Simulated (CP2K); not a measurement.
# CH6FNSn (SMILES [CH3][SnH]([NH2])[F]) at 4 levels

Aim: a comparison of 4 runs (AM1, PM3, GFN2-xTB, GFN1-xTB) of CH6FNSn. 

The results are computed with CP2K 2026.2.

1 further run of the same task is left out (it didn't finish). Runs told in other sessions of the task aren't counted.

**1. The structure to begin with**

CH6FNSn: 10 atoms, total charge 0, spin state singlet. SMILES: `[CH3][SnH]([NH2])[F]`. The Sn2–H8 distance was set to 3.068 Å, away from the relaxed value. At this shape a bond of the SMILES string is far longer than usual.

Bond lengths: C1–Sn2 2.121 Å, Sn2–N3 2.000 Å, Sn2–F4 1.931 Å, C1–H5 1.090 Å, C1–H6 1.090 Å, C1–H7 1.089 Å, N3–H9 1.008 Å, N3–H10 1.008 Å. Some angles: C1–Sn2–N3 111.9°, C1–Sn2–F4 103.5°, N3–Sn2–F4 105.0°, Sn2–C1–H5 108.9°, Sn2–C1–H6 110.7°, Sn2–C1–H7 109.4°, Sn2–N3–H9 117.9°, Sn2–N3–H10 118.0°, H5–C1–H6 109.4°, H5–C1–H7 109.0°.

**2. The energy at AM1 (run 1)**

Contents of job.inp:

```
&GLOBAL
  PROJECT_NAME job
  RUN_TYPE ENERGY
  PRINT_LEVEL MEDIUM
&END GLOBAL
&FORCE_EVAL
  METHOD QS
  &DFT
    &QS
      METHOD AM1
      EPS_DEFAULT 1.0E-10
      &SE
        &COULOMB
          CUTOFF [angstrom] 50
          RC_RANGE [angstrom] 0
        &END COULOMB
        &EXCHANGE
          CUTOFF [angstrom] 50
          RC_RANGE [angstrom] 0
        &END EXCHANGE
      &END SE
    &END QS
    &POISSON
      PERIODIC NONE
      POISSON_SOLVER ANALYTIC
    &END POISSON
    &SCF
      SCF_GUESS ATOMIC
      EPS_SCF 1.0E-07
      MAX_SCF 100
      &DIAGONALIZATION
        ALGORITHM STANDARD
      &END DIAGONALIZATION
      &MIXING
        METHOD DIRECT_P_MIXING
        ALPHA 0.4
      &END MIXING
    &END SCF
    &PRINT
      &MOMENTS
        PERIODIC F
        REFERENCE COM
        MAX_MOMENT 1
      &END MOMENTS
      &MO ON
        ENERGIES T
        OCCUPATION_NUMBERS T
        NDIGITS 6
        &EACH
          QS_SCF 0
        &END EACH
        ADD_LAST NUMERIC
      &END MO
      &HIRSHFELD OFF
      &END HIRSHFELD
    &END PRINT
  &END DFT
  &SUBSYS
    &CELL
      ABC 20.4 20 21
      PERIODIC NONE
    &END CELL
    &COORD
      C     -1.364011     1.111062     1.623564
      Sn    -0.353311    -0.499938     0.685164
      N      1.181489    -1.161038     1.783764
      F     -1.649311    -1.931238     0.724564
      H     -1.532211     0.859562     2.670864
      H     -0.773111     2.024862     1.560764
      H     -2.326011     1.266662     1.136664
      H      0.413300    -0.329300    -2.280300
      H      1.378989    -0.686538     2.651164
      H      2.040889    -1.387838     1.308264
    &END COORD
    &TOPOLOGY
      &CENTER_COORDINATES
      &END CENTER_COORDINATES
    &END TOPOLOGY
  &END SUBSYS
&END FORCE_EVAL
```

The run is started by

```console
$ OMP_NUM_THREADS=1 cp2k.psmp -i job.inp -o job.out
```

The program printed:

```text
CP2K| version string:                                       CP2K version 2026.2
[...]
 GLOBAL| Method name                                                        CP2K
[...]
 GLOBAL| Run type                                                         ENERGY
[...]
 GENERATE| WARNING:: No connections detected for Hydrogen - Atom Nr:         8 !
 GENERATE|  Preliminary Number of Bonds generated:                             0
 GENERATE|  Achieved consistency in connectivity generation.
[...]
                             - Atoms:                                         10
[...]
                             - Spherical basis functions:                     22
[...]
 Number of electrons:                                                         26
[...]
     1 P_Mix/Diag. 0.40E+00    0.0     0.83632852       -30.5828942888 -3.06E+01
[...]
    23 DIIS/Diag.  0.41E-07    0.0     0.00000007       -36.0603053267 -9.95E-14
  *** SCF run converged in    23 steps ***
  Core-core repulsion energy [eV]:                           1437.06904025581434
  Core Hamiltonian energy [eV]:                             -1625.52546899522849
  Two-electron integral energy [eV]:                        -1585.58876298259884
  Electronic energy [eV]:                                   -2418.31985048652768
  Total energy [eV]:                                         -981.25081023071345
  Atomic reference energy [eV]:                               984.39824479979313
  Heat of formation [kcal/mol]:                                72.58157117866071
[...]
 SE_DIPOLE| Moment [Debye]         -2.19012217      -3.19139421       0.51393828
 SE_DIPOLE| Derivative [a.u.]       0.00000000       0.00000000       0.00000000
 ENERGY| Total FORCE_EVAL ( QS ) energy [hartree]            -36.060305326746231
[...]
```

Run time: 0.3 s. Hardware: 1 thread of Arm Neoverse V1, shared host.

**3. A single-point energy at PM3 (run 2)**

Contents of run.inp:

```
&GLOBAL
 PROJECT run
 RUN_TYPE ENERGY
 PRINT_LEVEL MEDIUM
&END GLOBAL

&FORCE_EVAL
 METHOD QUICKSTEP
 &DFT
  CHARGE 0
  MULTIPLICITY 1
  &QS
   METHOD PM3
   EPS_DEFAULT 1.0E-10
   &SE
    &COULOMB
     CUTOFF [angstrom] 50
     RC_RANGE [angstrom] 0
    &END COULOMB
    &EXCHANGE
     CUTOFF [angstrom] 50
     RC_RANGE [angstrom] 0
    &END EXCHANGE
   &END SE
  &END QS
  &POISSON
   PERIODIC NONE
   POISSON_SOLVER ANALYTIC
  &END POISSON
  # self-consistent field
  &SCF
   SCF_GUESS ATOMIC
   EPS_SCF 1.0E-06
   MAX_SCF 150
   ADDED_MOS 4
   &DIAGONALIZATION
    ALGORITHM STANDARD
   &END DIAGONALIZATION
   &MIXING
    METHOD DIRECT_P_MIXING
    ALPHA 0.4
   &END MIXING
  &END SCF
  &PRINT
   &MOMENTS
    PERIODIC F
    REFERENCE COM
    MAX_MOMENT 1
   &END MOMENTS
   &MO ON
    ENERGIES T
    OCCUPATION_NUMBERS T
    NDIGITS 6
    &EACH
     QS_SCF 0
    &END EACH
    ADD_LAST NUMERIC
   &END MO
   &HIRSHFELD OFF
   &END HIRSHFELD
  &END PRINT
 &END DFT
 # structure
 &SUBSYS
  &CELL
   ABC [angstrom] 12.4 12 13
   PERIODIC NONE
  &END CELL
  &COORD
   SCALED T
   C    0.40149597   0.58868750   0.60986785
   Sn   0.48300403   0.45443750   0.53768323
   N    0.60677823   0.39934583   0.62219092
   F    0.37848790   0.33516250   0.54071400
   H    0.38793145   0.56772917   0.69042938
   H    0.44914919   0.66483750   0.60503708
   H    0.32391532   0.60165417   0.57241400
   H    0.54482750   0.46865733   0.30957062
   H    0.62270565   0.43888750   0.68891400
   H    0.67608468   0.38044583   0.58561400
  &END COORD
 &END SUBSYS
&END FORCE_EVAL
```

The run is started by

```console
$ OMP_NUM_THREADS=1 cp2k.psmp -i run.inp -o run.out
```

The program printed:

```text
CP2K| version string:                                       CP2K version 2026.2
[...]
 GLOBAL| Method name                                                        CP2K
[...]
 GLOBAL| Run type                                                         ENERGY
[...]
 GENERATE| WARNING:: No connections detected for Hydrogen - Atom Nr:         8 !
 GENERATE|  Preliminary Number of Bonds generated:                             0
 GENERATE|  Achieved consistency in connectivity generation.
[...]
                             - Atoms:                                         10
[...]
                             - Spherical basis functions:                     22
[...]
 Number of electrons:                                                         26
[...]
     1 P_Mix/Diag. 0.40E+00    0.0     0.80881425       -27.8414143822 -2.78E+01
[...]
    18 DIIS/Diag.  0.30E-06    0.0     0.00000068       -32.7680940116 -9.18E-12
  *** SCF run converged in    18 steps ***
  Core-core repulsion energy [eV]:                           1413.37532693019443
  Core Hamiltonian energy [eV]:                             -1463.37091749719161
  Two-electron integral energy [eV]:                        -1683.33918766173542
  Electronic energy [eV]:                                   -2305.04051132805944
  Total energy [eV]:                                         -891.66518439786489
  Atomic reference energy [eV]:                               893.50537529979295
  Heat of formation [kcal/mol]:                                42.43581367592008
[...]
 SE_DIPOLE| Moment [Debye]         -2.15843992      -2.89111046      -0.12509833
 SE_DIPOLE| Derivative [a.u.]       0.00000000       0.00000000       0.00000000
 ENERGY| Total FORCE_EVAL ( QS ) energy [hartree]            -32.768094011618139
[...]
```

Wall time 0.28 s (1 thread of Arm Neoverse V1, shared host).

Run 3 isn't shown in full; the table further down has it.

**4. A single-point energy at GFN1-xTB (run 4)**

Contents of job.inp:

```
&GLOBAL
    PROJECT job
    RUN_TYPE ENERGY
    PRINT_LEVEL MEDIUM
&END

&FORCE_EVAL
    METHOD QUICKSTEP
    &DFT
        &QS
            METHOD XTB
            EPS_DEFAULT 1.0E-10
            &XTB
                GFN_TYPE 1
                CHECK_ATOMIC_CHARGES F
            &END
        &END
        &POISSON
            PERIODIC NONE
            POISSON_SOLVER ANALYTIC
        &END
        ! self-consistent field
        &SCF
            SCF_GUESS ATOMIC
            EPS_SCF 1.0E-07
            MAX_SCF 100
            ADDED_MOS 2
            &DIAGONALIZATION
                ALGORITHM STANDARD
            &END
            &MIXING
                METHOD BROYDEN_MIXING
                ALPHA 0.3
                NBUFFER 8
            &END
        &END
        &PRINT
            &MOMENTS
                PERIODIC F
                REFERENCE COM
                MAX_MOMENT 1
            &END
            &MO ON
                ENERGIES T
                OCCUPATION_NUMBERS T
                NDIGITS 6
                &EACH
                    QS_SCF 0
                &END
                ADD_LAST NUMERIC
            &END
            &HIRSHFELD OFF
            &END
        &END
    &END
    &SUBSYS
        ! box in angstrom
        &CELL
            ABC 12.4 12 13
            PERIODIC NONE
        &END
        &COORD
            UNIT bohr
            C     -2.5776072     2.0996029     3.0680913
            Sn    -0.6676610    -0.9447459     1.2947723
            N      2.2326906    -2.1940438     3.3708254
            F     -3.1167461    -3.6495109     1.3692275
            H     -2.8954592     1.6243368     5.0472015
            H     -1.4609681     3.8264346     2.9494165
            H     -4.3955238     2.3936443     2.1479837
            H      0.7810238    -0.6222868    -4.3091425
            H      2.6059115    -1.2973688     5.0099739
            H      3.8567213    -2.6226337     2.4722607
        &END
        &TOPOLOGY
            &CENTER_COORDINATES
            &END
        &END
    &END
&END
```

The run is started by

```console
$ OMP_NUM_THREADS=1 cp2k.psmp -i job.inp > job.out 2>&1
```

The program printed:

```text
CP2K| version string:                                       CP2K version 2026.2
[...]
 GLOBAL| Method name                                                        CP2K
[...]
 GLOBAL| Run type                                                         ENERGY
[...]
 GENERATE| WARNING:: No connections detected for Hydrogen - Atom Nr:         8 !
 GENERATE|  Preliminary Number of Bonds generated:                             0
 GENERATE|  Achieved consistency in connectivity generation.
[...]
                             - Atoms:                                         10
[...]
                             - Spherical basis functions:                     33
[...]
 Number of electrons:                                                         26
[...]
     1 NoMix/Diag. 0.30E+00    0.0     1.20567986       -15.8892664134 -1.59E+01
[...]
    81 Broy./Diag. 0.30E+00    0.0     0.00000002       -16.0711212440  2.39E-08
  *** SCF run converged in    81 steps ***
[...]
 TB_DIPOLE| Moment [Debye]          1.89176043       3.23906013       1.21077679
 TB_DIPOLE| Derivative [a.u.]       0.00000000       0.00000000       0.00000000
[...]
 ENERGY| Total FORCE_EVAL ( QS ) energy [hartree]            -16.071121243987839
[...]
```

Wall time 0.44 s (1 thread of Arm Neoverse V1, shared host).

**5. The series**

```
run     level  SCF convergence threshold  iteration cap  energy (Eh)  dipole moment (D)  HOMO energy (eV)  wall time
  1       AM1                      1e-07            100   -36.060305               3.90             -8.15      0.3 s
  2       PM3                      1e-06            150   -32.768094               3.61             -8.96     0.28 s
  3  GFN2-xTB                      1e-07            150   -14.862865               4.15            -10.29     0.34 s
  4  GFN1-xTB                      1e-07            100   -16.071121               3.94            -10.98     0.44 s
```

**6. Outcome**

| quantity | value |
| --- | --- |
| run 4: total energy | -16.07112 Eh |
| run 4: dipole moment (from atomic charges alone) | 3.94 D |
| run 4: HOMO energy | -10.98 eV |
| run 4: LUMO energy | -9.77 eV |
| run 4: HOMO–LUMO gap | 1.21 eV |
| run 4: dispersion energy | -7.30 kJ/mol |

**Reading.** The dipole moment (its size) runs from 3.61 D (PM3) to 4.15 D (GFN2-xTB). Some of these are taken from atomic charges alone. Over runs 2, 3, 4 the HOMO–LUMO gap runs from 1.03 eV (GFN2-xTB) to 6.29 eV (PM3). In all runs a closed-shell determinant meets a far-stretched bond; if it breaks into open shells, such a determinant describes it badly, and no broken-symmetry solution was shown. Force-field and semi-empirical energies have zeros of their own, so their totals don't compare. All runs together took 1.4 s, the longest 0.44 s.
